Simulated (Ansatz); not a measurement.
# CClF₂NSi: how energies converge with the basis set

An exercise on one series of results from a longer session: the logs are not shown, and one member is left open.

The runs use Ansatz 0.2.0, Gaussian basis; one geometry, several basis sets.

Levels to be run: PBE0-D4/def2-SVP; ωB97M-V/def2-SVP; PBE0-D4/def2-QZVPP; ωB97M-V/def2-QZVPP; the functionals' def2-TZVPP values are taken from earlier runs.

## Structure used throughout

An earlier PBE0-D4 in a triple-zeta def2 set relaxation fixed the geometry.

SMILES `N#C[Si](F)(F)Cl`, 6 atoms, charge 0, spin multiplicity 1.

Atoms are counted from 1 here; the program's logs count them from 0.

Bond lengths: N1–C2 1.150 Å, C2–Si3 1.827 Å, Si3–F4 1.567 Å, Si3–F5 1.567 Å, Si3–Cl6 1.998 Å. Angles: N1–C2–Si3 179.1°, C2–Si3–F4 108.2°, C2–Si3–F5 108.2°, C2–Si3–Cl6 110.3°, F4–Si3–F5 108.8°, F4–Si3–Cl6 110.6°, F5–Si3–Cl6 110.6°.

Set-up of the first run:

Contents of in.yaml:

```yaml
crystal:
  periodic: [false, false, false]
  atoms:
    - {symbol: N, position_ang: [1.925378, -1.092185, 1.077400]}
    - {symbol: C, position_ang: [1.030126, -0.609278, 0.539955]}
    - {symbol: Si, position_ang: [-0.394400, 0.176655, -0.290268]}
    - {symbol: F, position_ang: [-1.487869, -0.920276, -0.527742]}
    - {symbol: F, position_ang: [0.087632, 0.719228, -1.679004]}
    - {symbol: Cl, position_ang: [-1.118867, 1.661857, 0.833359]}
basis:
  gaussian: {orbitals: def2-SVP}
hamiltonian: {xc: pbe0, dispersion: d4}
output: {orbitals: {seedname: orbitals}}
```

On the command line:

```bash
ansatz run in.yaml --threads 4 --pin off --events-out ev --progress --plain --max-ram 10444MiB
```

Steps of the session up to this table: PBE0-D4 in def2-SVP; ωB97M-V in def2-SVP; PBE0-D4 in def2-QZVPP; ωB97M-V in def2-QZVPP.

One of the session's tables, all rows but one given; the rest of the session is left out.

It belongs to the step «Density functionals: the series». 

| functional | basis | HOMO (eV) |
| --- | --- | --- |
| PBE0-D4 | def2-SVP | -10.43 |
| PBE0-D4 | def2-TZVPP | ? |
| PBE0-D4 | def2-QZVPP | -10.54 |
| ωB97M-V | def2-SVP | -12.66 |
| ωB97M-V | def2-TZVPP | -12.80 |
| ωB97M-V | def2-QZVPP | -12.83 |

Estimate the missing values for PBE0-D4, def2-TZVPP.

**Answer.** HOMO (eV): -10.52. In the column «HOMO (eV)» it lies between PBE0-D4, def2-QZVPP (-10.54) and PBE0-D4, def2-SVP (-10.43).
